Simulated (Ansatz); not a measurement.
# FGeH4O3: the cost of one run

Method: UKS PBE0/def2-SVP, in Ansatz 0.2.0.

## (1) The starting structure

Bond lengths: Ge1–F2 1.930 Å, Ge1–O3 1.770 Å, O3–H4 1.010 Å, Ge1–O5 1.769 Å, O5–H6 1.010 Å, Ge1–O7 1.769 Å, O7–H8 1.010 Å. Angles: F2–Ge1–O3 109.4°, F2–Ge1–O5 109.5°, F2–Ge1–O7 109.5°, O3–Ge1–O5 109.5°, O3–Ge1–O7 109.5°, O5–Ge1–O7 109.5°, Ge1–O3–H4 109.5°, Ge1–O5–H6 109.5°, Ge1–O7–H8 109.5°.

As a file:

```xyz
9

Ge    0.0000    0.0000    0.0000
F     0.0000    0.0000    1.9300
O     1.6691    0.0000   -0.5894
H     1.9855   -0.9521   -0.7061
O    -0.8337    1.4443   -0.5894
H    -1.7915    1.2136   -0.8118
O    -0.8337   -1.4443   -0.5894
H    -1.2883   -1.9100    0.1830
H     0.0000    0.0000    3.1500
```

## (2) A restrained relaxation towards end A

Springs on the bonds that form and break draw the guess towards this end; the thresholds are loose.

input.yaml

```yaml
crystal:
  periodic: [false, false, false]
  atoms:
    - { symbol: Ge, position_ang: [0.0, 0.0, 0.0] }
    - { symbol: F, position_ang: [0.0, 0.0, 1.93] }
    - { symbol: O, position_ang: [1.6691, 0.0, -0.5894] }
    - { symbol: H, position_ang: [1.9855, -0.9521, -0.7061] }
    - { symbol: O, position_ang: [-0.8337, 1.4443, -0.5894] }
    - { symbol: H, position_ang: [-1.7915, 1.2136, -0.8118] }
    - { symbol: O, position_ang: [-0.8337, -1.4443, -0.5894] }
    - { symbol: H, position_ang: [-1.2883, -1.91, 0.183] }
    - { symbol: H, position_ang: [0.0, 0.0, 3.15] }
magnetization:
  spin_polarized: true
  initial_magnetization: 1
basis:
  gaussian: { orbitals: def2-SVP }
hamiltonian:
  xc: pbe0
relax:
  f_tol: 0.15
  max_steps: 25
  restrain:
    - { distance: [1, 8], at: 2.12, k: 30.0 }
    - { distance: [0, 1], at: 1.68, k: 30.0 }
```

On the command line:

```sh
> ansatz run input.yaml --threads 4 --pin off --max-ram 5120MiB --backend cpu --events-out ev --progress --plain --runs-dir out
```

**Question.** How long does this run take on 4 threads of Arm Neoverse V2, shared host, and how much memory does it need?

About 13 s, with a peak of 0.36 GiB.
